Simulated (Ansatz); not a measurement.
# TePt: the cost of one run

Computed with Ansatz 0.2.0 (DFT r2SCAN+D3(BJ), scalar-relativistic, plane waves, PAW, unless a step's input says otherwise).

The COD entry's cell or inner coordinates are ideal or old and differ from later refinements, so a difference from it is no clean test against experiment.

### 1 The starting structure

Symmetry: R-3m, No. 166, trigonal system. The conventional cell has a = 3.963 Å, b = 3.963 Å, c = 19.983 Å, α = 90.00°, β = 90.00°, γ = 120.00°. Te (site symmetry 3m) is surrounded by 3 Pt at 2.59 Å. Pt (site symmetry 3m) is surrounded by 3 Te at 2.59 Å and 3 Pt at 2.72 Å.

Coordinates:

```
CELL_PARAMETERS angstrom
1.98157 1.14406 6.66103
-1.98157 1.14406 6.66103
0.00000 -2.28812 6.66103
ATOMIC_POSITIONS crystal
Te 0.59800 0.59800 0.59800
Te 0.40200 0.40200 0.40200
Pt 0.87033 0.87033 0.87033
Pt 0.12967 0.12967 0.12967
```

The structure comes from the Crystallography Open Database.

(A quick probe on a coarse mesh, which set the mesh and smearing, is not shown.)

### 3 Relaxing cell and atoms

input.yaml

```yaml
crystal:
  lattice:
    - [1.9815661262, 1.1440577364, 6.6610334788]
    - [-1.9815661262, 1.1440577364, 6.6610334788]
    - [0.0, -2.2881154728, 6.6610334788]
  atoms:
    - { symbol: Te, position: [0.598, 0.598, 0.598] }
    - { symbol: Te, position: [0.402, 0.402, 0.402] }
    - { symbol: Pt, position: [0.8703333333, 0.8703333333, 0.8703333333] }
    - { symbol: Pt, position: [0.1296666667, 0.1296666667, 0.1296666667] }
basis:
  ecutwfc: 500
kpoints:
  mp_grid: { grid: [12, 12, 12] }
hamiltonian:
  xc: r2scan
  dispersion: d3bj
scf:
  occupations: { method: gaussian, width: 0.1 }
output:
  forces: true
  stress: true
  eigenvalues: true
  write_density: true
  write_potential: true
  elf: true
  volumetric_format: npy
relax:
  adjacent_minimum: "off"
  f_tol: 0.005
  max_steps: 80
  cell: { stress_tol: 0.05 }
```

Launch:

```bash
> ansatz run input.yaml --threads 2 --pin off --max-ram 5120MiB --backend cpu --events-out ev --progress --plain --runs-dir out
```

Q: Estimate wall time and peak memory on 2 threads of Intel Xeon Platinum 8488C (Sapphire Rapids), shared host.

About 2.7 min, with a peak of 1.1 GiB.
